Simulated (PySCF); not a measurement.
# CH9BNP: the cost of one run

The runs use PySCF 2.14.0, with density-fitted response routines of our own; the level of theory stands in each step. All values are computed, except where a source is named. Atoms count from 0, in the outputs and in this text.

## Step 1: The starting structure

13 atoms, charge 0, multiplicity 1; geometry from: GFN2-xTB. The atoms were then displaced at random by about 0.01 Å, so the start is not that level's minimum.

Bonds of the start (Å): C0–B1 1.60, B1–N2 1.66, B1–P3 2.01, C0–H4 1.12, C0–H5 1.09, C0–H6 1.09, B1–H7 1.18, N2–H8 1.02, N2–H9 1.00, N2–H10 1.01, P3–H11 1.37, P3–H12 1.34.

## Step 2: Optimising the geometry at PBE0-D3(BJ)/def2-SVP

Job settings and geometry (Å):

```
{"job": {"xc": "PBE0", "basis": "def2-SVP", "d3": "d3bj", "grid": 1, "shake": 0.01, "kind": "geom"}, "charge": 0, "multiplicity": 1}
C      0.051000     1.296170    -0.408860
B     -0.041770     0.016560     0.541370
N     -1.283760    -0.915910    -0.057490
P      1.573020    -1.179660     0.447560
H     -0.910740     1.872280    -0.422090
H      0.253020     1.075480    -1.452820
H      0.810410     2.013830    -0.084980
H     -0.299920     0.249980     1.673450
H     -1.327470    -1.761730     0.518310
H     -1.055860    -1.149130    -1.005470
H     -2.147250    -0.402630     0.005500
H      1.980920    -0.822390    -0.808960
H      2.404220    -0.309750     1.044160
```

Command:

```bash
$ OMP_NUM_THREADS=1 python probes_run.py task.json out
```

The driver reads the jobs from task.json and runs them one after another.

**Question.** How long does this first job take on 1 thread of Arm Neoverse V1, shared host, and how much memory does it need?

About 25 s, with a peak of 0.44 GiB.
